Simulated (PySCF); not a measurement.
# AsO: bond curves at several levels of theory

Aim: find the lowest electronic state of AsO, scan its bond at several levels of theory, and get bond length, wavenumber and dissociation energy from each curve.

Program: PySCF 2.14.0. Level of theory: As def2-TZVPPD, O def2-TZVPPD, no relativity. These are calculated values, not measurements.

**1. The job**

The job is set up so:

```yaml
atoms: As, O
charge: 0
basis: As def2-TZVPPD, O def2-TZVPPD
Hamiltonian: no relativity
basis_functions: 94
electrons_treated: 41
masses_in_u: 74.9216, 15.9949
levels: PBE0, PBE, r²SCAN, r²SCANh, LDA, M06-L, PBEsol, B3LYP, ωB97X, HF, MP2, SCS-MP2, CCSD, CCSD(T)
grid: 80 radial by 434 angular points
occupations: held fixed by the projection of orbital angular momentum
dissociation_limit: As + O, each in its ground configuration
starting_distance_in_angstrom: 1.775
values_of_2S_to_try: 1, 3, 5
```

Command:

```
$ OMP_NUM_THREADS=2 python dia.py task.json out
```

Further steps of the session: PBE0 along the bond; Other states along the same grid; PBE (GGA); r²SCAN (meta-GGA); r²SCANh (hybrid meta-GGA); LDA; M06-L (meta-GGA); PBEsol; B3LYP (global hybrid GGA); ωB97X; UHF; MP2 and coupled cluster.

What does the calculation give? Wanted: for each run, Re; ωe; De; μ.

The runs gave:

Lowest PBE0 solution found, without spin–orbit coupling: ²Π (doublet), unpaired electrons π ↑. State 2 has its PBE0 minimum 2.32 eV higher. The other levels ran on the lowest alone.

| level | Re (Å) | ωe (cm⁻¹) | De (eV) | μ (D) |
| --- | --- | --- | --- | --- |
| UHF | 1.580 | 1158 | 1.17 | -3.15 |
| UHF-CCSD | 1.618 | 1023 | 4.27 | n/a |
| UHF-CCSD(T) | 1.635 | 963 | 4.69 | n/a |
| LDA | 1.624 | 991 | 6.71 | -2.37 |
| PBE | 1.643 | 955 | 5.55 | -2.41 |
| PBEsol | 1.634 | 974 | 5.92 | -2.35 |
| r²SCAN | 1.624 | 1004 | 5.01 | -2.41 |
| M06-L | 1.626 | 998 | 5.19 | -2.43 |
| r²SCANh | 1.616 | 1027 | 4.76 | -2.49 |
| B3LYP | 1.626 | 1001 | 5.04 | -2.65 |
| PBE0 | 1.615 | 1033 | 4.77 | -2.59 |
| ωB97X | 1.610 | 1057 | 5.14 | -2.73 |

De is counted to As + O in their ground configurations. A positive dipole means As(−)O(+). No constants: UHF-MP2 (the points don't follow one smooth fit); UHF-SCS-MP2 (the points don't follow one smooth fit).

Differences from CCSD(T) in the same basis:

| level | Re (mÅ) | ωe (%) |
| --- | --- | --- |
| UHF | -55 | +20.3 |
| UHF-CCSD | -17 | +6.3 |
| LDA | -11 | +2.9 |
| PBE | +8 | -0.8 |
| PBEsol | -1 | +1.2 |
| r²SCAN | -11 | +4.2 |
| M06-L | -8 | +3.7 |
| r²SCANh | -18 | +6.7 |
| B3LYP | -8 | +4.0 |
| PBE0 | -19 | +7.4 |
| ωB97X | -24 | +9.9 |

**Reading.** Judged by CCSD(T) in the same basis: best bond length PBEsol (-1 mÅ), worst UHF (-55 mÅ); best wavenumber PBE (-0.8 %), worst UHF (+20.3 %). Hartree–Fock falls on the short and stiff side, its usual fault. PBE gives a bond that is too long and too soft, as GGAs tend to. Of the levels with a De here, UHF gives the least (1.17 eV) and LDA the most (6.71 eV).

Correlated steps freeze 10 core orbitals. At some levels the lowest empty orbital lies below the highest filled one (the two can be of opposite spin). At UHF the stretched side of the curve climbs above De, by a hump or because the determinant held fixed goes to a higher limit.
